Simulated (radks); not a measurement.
# Rh⁵⁺ in [Ar] 3d10 4s2 4p5.5 4d4 4f0.5: an all-electron calculation

What are the levels of the rhodium ion Rh5+, how large are its shells, and how does its energy divide?

Method: Dirac Kohn-Sham, RPBE, spin-unpolarised, spherical densities, finite nucleus; open shells fill j = l - 1/2 first. Code: radks (a radial shooting solver on a logarithmic mesh, Libxc functionals) version 1.

## Step 1: The system

| Item | Value |
| --- | --- |
| element | rhodium (Z = 45) |
| charge | +5 |
| electrons | 40 |
| configuration | [Ar] 3d10 4s2 4p5.5 4d4 4f0.5 |
| nuclear rms radius | 4.4945 fm |

## Step 2: The run

Input:

```text
Z 45
configuration [Ar] 3d10 4s2 4p5.5 4d4 4f0.5
relativity Dirac
functional rpbe,pbe
spin unpolarised
j_filling energy
nucleus finite rms 4.4945 fm
c 137.035999084
```

Launch:

```bash
$ python run_ks.py task.json out
```

All runs below come from this command, one after another.

**Question.** What will this run give?

As calculated:

```
                        quantity                   value
                    total energy     -4777.45442 hartree
exchange-correlation share of it                  2.86 %
                            −T/E                  1.0427
          highest occupied level       4f5/2, -31.028 eV
    most extended occupied level  4f5/2, <r> = 2.16 bohr
 radius at density 0.001 e/bohr³               3.15 bohr
    maxima of the radial density                       4
```

4 principal shells are occupied and 4 maxima appear in the radial density. −T/E is 1.043: with relativity the kinetic term as defined here no longer equals −E. This is not the tabulated ground configuration, so its levels and sizes aren't those of the ground state, and no measured value stands beside it.
